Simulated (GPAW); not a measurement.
The system is WS.

```
CELL_PARAMETERS angstrom
-2.15647 2.15647 2.47473
2.15647 -2.15647 2.47473
2.15647 2.15647 -2.47473
ATOMIC_POSITIONS crystal
W 0.50000 0.50000 0.00000
S 0.00000 0.00000 0.00000
```

The cell was built by a generator and needn't be a form met in nature.

Base run:

| Item | Value |
| --- | --- |
| Program | GPAW 26.7.0 |
| Functional | r2SCAN |
| Potentials or basis | GPAW PAW data sets (gpaw-data 1.2.1) |
| Cutoff | 600 eV |
| Basis | pw |
| k mesh | 8 × 8 × 8 |
| Occupations | fermi-dirac, width 0.05 eV |
| Spin | no spin polarisation |
| Hubbard terms | W d U = 3 eV |

Its results: band gap on the k mesh none (metal or under the smearing width); pressure -19.1 GPa.

Q: After a change of settings the same cell gave: band gap on the k mesh none (metal or under the smearing width); pressure -15.5 GPa. Which change was it?
A. hubbard terms from W d U = 3 eV to none
B. hubbard terms from W d U = 3 eV to W d U = 5 eV
C. hubbard terms from W d U = 3 eV to W d U = 2 eV

A: B.

Caveats: the PAW data sets were made with another functional, which shifts forces and pressure a little; U without spin polarisation on a metal has little footing.
